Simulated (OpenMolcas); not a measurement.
# C2H6AlCl (SMILES [CH3][Al]([CH3])[Cl]): levels of theory compared

Aim: a comparison of 6 runs (HF/STO-3G, HF/3-21G, B3LYP/6-31G*, B2PLYP/cc-pVDZ, BHLYP/cc-pVDZ, M06-L/cc-pVDZ) of C2H6AlCl. 

The calculation is run with OpenMolcas 26.06.

1 further run of the same task is left out (set aside as unsound or not needed).

### Step 1. The molecule

C2H6AlCl has 10 atoms, charge 0, and is taken as a singlet. As SMILES, `[CH3][Al]([CH3])[Cl]`. Geometry: relaxed at PBE0-D4/def2-TZVP.

Bond lengths: C1–Al2 1.942 Å, Al2–C3 1.942 Å, Al2–Cl4 2.114 Å, C1–H5 1.092 Å, C1–H6 1.095 Å, C1–H7 1.095 Å, C3–H8 1.095 Å, C3–H9 1.093 Å, C3–H10 1.094 Å. Some angles: C1–Al2–C3 125.8°, C1–Al2–Cl4 117.8°, C3–Al2–Cl4 116.4°, Al2–C1–H5 112.5°, Al2–C1–H6 110.7°, Al2–C1–H7 110.7°, Al2–C3–H8 110.7°, Al2–C3–H9 112.6°, Al2–C3–H10 110.7°, H5–C1–H6 108.1°.

### Step 2. Energy and forces at HF/STO-3G (run 1)

test.inp

```
>>> EXPORT MOLCAS_PRINT=2
&GATEWAY
BASLIB
$CurrDir
COORD
10
angstrom
C       -0.517700       1.358200      -0.989200
Al      -0.252300      -0.446600      -0.322400
C        0.742200      -0.932200       1.273500
Cl      -1.112300      -2.038200      -1.415400
H       -1.121400       1.383800      -1.898300
H       -1.010200       1.981400      -0.235400
H        0.443800       1.835600      -1.206000
H        0.102400      -1.471200       1.979300
H        1.158700      -0.063300       1.788800
H        1.566900      -1.607500       1.025200
BASIS
STO-3G
GROUP
NoSym
&SEWARD
&SCF
THRESHOLDS
1e-10 1e-07 1e-07 1e-05
PRORBITALS
1 2
&ALASKA
```

The basis set STO-3G is read from a file made from the Basis Set Exchange's data (not shown).

Run with:

```bash
export MOLCAS_MEM=1860
pymolcas test.inp > test.log
```

The program printed:

```text
--- Start Module: gateway ---
[...]
--- Stop Module: gateway /rc=_RC_ALL_IS_WELL_ ---
[...]
      Basis functions           34
[...]
--- Start Module: scf ---
[...]
       Convergence after   9 Iterations
[...]
::    Total SCF energy                               -772.0411941963
[...]
      Total spin, S                                     0.0000000000
[...]
      Total electronic charge=   48.000000
      Total            charge=   -0.000000
[...]
      Dipole Moment (debye):
      Origin of the operator (angstrom)=   -0.4550   -0.8276   -0.5796
                   X=  1.2785E+00               Y=  2.3937E+00               Z=  1.6222E+00           Total=  3.1616E+00
      Quadrupole Moment (debye*angstrom):
[...]
--- Stop Module: scf /rc=_RC_ALL_IS_WELL_ ---
--- Start Module: alaska ---
[...]
 *              Molecular gradients               *
 **************************************************
  Irreducible representation: a
 ------------------------------------------------------------------------------------------
                              X                       Y                       Z
 ------------------------------------------------------------------------------------------
  C1               -4.08610486656202E-03    1.39225525379265E-02   -7.94244104824449E-03
  AL2              -4.31893861586374E-03   -7.75693121965215E-03   -5.51332260148207E-03
  C3                9.38924188495083E-03    8.47502931376920E-04    1.41435413521549E-02
  CL4              -5.67569010668834E-03   -1.08422621989988E-02   -7.16915502088789E-03
  H5               -4.83760606859951E-03   -1.05215551551019E-03   -7.16618949962822E-03
  H6               -3.21028330778539E-03    5.84854506173960E-03    7.73916908830508E-03
  H7                9.15804665461728E-03    4.61594710078561E-03   -5.25605580497523E-04
  H8               -6.09299392528984E-03   -5.99054331289040E-03    5.10183859537783E-03
[...]
--- Stop Module: alaska /rc=_RC_ALL_IS_WELL_ ---
[...]
```

It took 1.4 s on 1 thread of Intel Xeon 6975P-C (Granite Rapids), shared host; peak memory 0.37 GiB.

### Step 3. Energy and gradient at HF/3-21G (run 2)

calc.inp

```
&GATEWAY
  BasLib=$CurrDir
  Coord
  10
  bohr
  C     -0.97831121     2.56662602    -1.86931708
  Al    -0.47677790    -0.84395169    -0.60924770
  C      1.40255473    -1.76160269     2.40656622
  Cl    -2.10194237    -3.85163979    -2.67471836
  H     -2.11913888     2.61500301    -3.58726710
  H     -1.90900133     3.74430334    -0.44484153
  H      0.83866045     3.46878127    -2.27900971
  H      0.19350796    -2.78016507     3.74033492
  H      2.18962566    -0.11961966     3.38034209
  H      2.96101186    -3.03773475     1.93734722
  Basis=3-21G
  Group=NoSym

&SEWARD

&SCF
  Thresholds=1e-10 1e-07 1e-07 1e-05
  PrOrbitals=1 1

&ALASKA
```

The basis set 3-21G is read from a file made from the Basis Set Exchange's data (not shown).

Run with:

```bash
export MOLCAS_MEM=1860
pymolcas calc.inp > calc.log
```

The program printed:

```text
--- Start Module: gateway ---
[...]
--- Stop Module: gateway /rc=_RC_ALL_IS_WELL_ ---
[...]
      Basis functions           56
[...]
--- Start Module: scf ---
[...]
       Convergence after  11 Iterations
[...]
::    Total SCF energy                               -776.7831014396
[...]
      Total spin, S                                     0.0000000000
[...]
      Total electronic charge=   48.000000
      Total            charge=   -0.000000
[...]
      Dipole Moment (debye):
      Origin of the operator (angstrom)=   -0.4550   -0.8276   -0.5796
                   X=  1.3631E+00               Y=  2.5011E+00               Z=  1.7346E+00           Total=  3.3350E+00
      Quadrupole Moment (debye*angstrom):
[...]
--- Stop Module: scf /rc=_RC_ALL_IS_WELL_ ---
--- Start Module: alaska ---
[...]
 *              Molecular gradients               *
 **************************************************
  Irreducible representation: a
 ------------------------------------------------------------------------------------------
                              X                       Y                       Z
 ------------------------------------------------------------------------------------------
  C1                2.17549783047943E-03   -1.29114445181724E-02    5.27210937536804E-03
  AL2              -1.01499347594474E-02   -1.96641589950426E-02   -1.28144447085603E-02
  C3               -6.69704169872576E-03    5.59192485457982E-03   -1.11799710182980E-02
  CL4               1.37838917166135E-02    2.59097123147729E-02    1.74658245429065E-02
  H5               -2.53512538832301E-03   -1.02873204536136E-03   -3.66230842755577E-03
  H6               -1.32402039118551E-03    1.79444219118574E-03    3.18860806457666E-03
  H7                3.68317995454737E-03    1.27064433400448E-03   -1.39077554701994E-04
  H8               -3.06092700014604E-03   -1.97418358159696E-03    1.60684447737047E-03
[...]
--- Stop Module: alaska /rc=_RC_ALL_IS_WELL_ ---
[...]
```

Run time: 1.9 s. Hardware: 1 thread of Intel Xeon 6975P-C (Granite Rapids), shared host; peak memory 0.39 GiB.

Runs 3 to 5 aren't shown in full; the table further down has their settings and results.

### Step 4. Energy and gradient at M06-L/cc-pVDZ (run 6)

run.input

```
>>> EXPORT MOLCAS_PRINT=2
&GATEWAY
BasLib=$CurrDir
Coord
10
angstrom
C       -0.517700       1.358200      -0.989200
Al      -0.252300      -0.446600      -0.322400
C        0.742200      -0.932200       1.273500
Cl      -1.112300      -2.038200      -1.415400
H       -1.121400       1.383800      -1.898300
H       -1.010200       1.981400      -0.235400
H        0.443800       1.835600      -1.206000
H        0.102400      -1.471200       1.979300
H        1.158700      -0.063300       1.788800
H        1.566900      -1.607500       1.025200
Basis=cc-pVDZ
Group=NoSym
&SEWARD
GridInput
Grid=UltraFine
End of Grid
&SCF
KSDFT=M06L
Thresholds=1e-10 1e-07 1e-07 1e-05
PrOrbitals=1 2
&ALASKA
```

The basis set cc-pVDZ is read from a file made from the Basis Set Exchange's data (not shown).

Run with:

```bash
export MOLCAS_MEM=1860
pymolcas run.input > run.log
```

The program printed:

```text
--- Start Module: gateway ---
[...]
--- Stop Module: gateway /rc=_RC_ALL_IS_WELL_ ---
[...]
      Basis functions           94
[...]
--- Start Module: scf ---
[...]
       Convergence after  14 Iterations
[...]
::    Total KS-DFT energy                            -782.5254321291
[...]
      Total spin, S                                     0.0000000000
[...]
      Total electronic charge=   48.000000
      Total            charge=   -0.000000
[...]
      Dipole Moment (debye):
      Origin of the operator (angstrom)=   -0.4550   -0.8276   -0.5796
                   X=  9.3141E-01               Y=  1.6975E+00               Z=  1.1859E+00           Total=  2.2706E+00
      Quadrupole Moment (debye*angstrom):
[...]
--- Stop Module: scf /rc=_RC_ALL_IS_WELL_ ---
[...]
--- Start Module: alaska ---
[...]
 *              Molecular gradients               *
 **************************************************
  Irreducible representation: a
 ------------------------------------------------------------------------------------------
                              X                       Y                       Z
 ------------------------------------------------------------------------------------------
  C1               -3.49408304236021E-04    5.98701048739336E-03   -1.38128000296578E-03
  AL2              -3.69570706699385E-03   -6.69253446851847E-03   -4.70860047178956E-03
  C3                3.12340467806438E-03   -1.38246421938193E-03    4.89421319628391E-03
  CL4               3.52424152468167E-03    6.40287960339592E-03    4.49341406015868E-03
  H5                2.45762835596652E-03   -9.36432800624276E-04    3.83139559115842E-03
  H6                1.72746126845125E-03   -2.98070732062472E-03   -2.51874703182109E-03
  H7               -3.34173853559738E-03   -2.45322462377739E-03    8.72855138090989E-04
  H8                1.85661349448285E-03    2.34143928856501E-03   -3.11344451484308E-03
[...]
--- Stop Module: alaska /rc=_RC_ALL_IS_WELL_ ---
[...]
```

It took 52 s on 1 thread of Intel Xeon 6975P-C (Granite Rapids), shared host; peak memory 0.52 GiB.

### Step 5. The series

```tsv
run	level	Cartesian functions	integration grid	energy (Eh)	dipole moment (D)	HOMO energy (eV)	LUMO energy (eV)	wall time
1	HF/STO-3G	no	–	-772.041194	3.16	-9.03	8.02	1.4 s
2	HF/3-21G	no	–	-776.783101	3.34	-11.01	1.99	1.9 s
3	B3LYP/6-31G* (Cartesian functions)	yes	UltraFine	-782.545363	2.37	-7.51	-0.77	24 s
4	B2PLYP/cc-pVDZ	no	UltraFine	-782.172458	2.20	-8.92	0.47	23 s
5	BHLYP/cc-pVDZ	no	UltraFine	-782.490534	2.20	-8.99	0.20	32 s
6	M06-L/cc-pVDZ	no	UltraFine	-782.525432	2.27	-6.76	-0.92	52 s
```

### Step 6. Results

```
                       quantity          value
            run 6: total energy  -782.52543 Eh
           run 6: dipole moment         2.27 D
             run 6: HOMO energy       -6.76 eV
             run 6: LUMO energy       -0.92 eV
           run 6: HOMO–LUMO gap        5.84 eV
run 6: largest force on an atom     0.462 eV/Å
```

What this shows: The dipole moment (its size) runs from 2.20 D (B2PLYP/cc-pVDZ) to 3.34 D (HF/3-21G). The two ends differ in method and basis. A double hybrid's value is that of its SCF part. The HOMO–LUMO gap runs from 5.84 eV (M06-L/cc-pVDZ) to 17.04 eV (HF/STO-3G). For B2PLYP the log adds the whole second-order term; the table takes 0.27 of it, as the functional is defined. Totals of different functionals can't be ranked against each other. In run 1 the basis is minimal, so the values are rough. All runs together took 2.2 min, the longest 52 s.
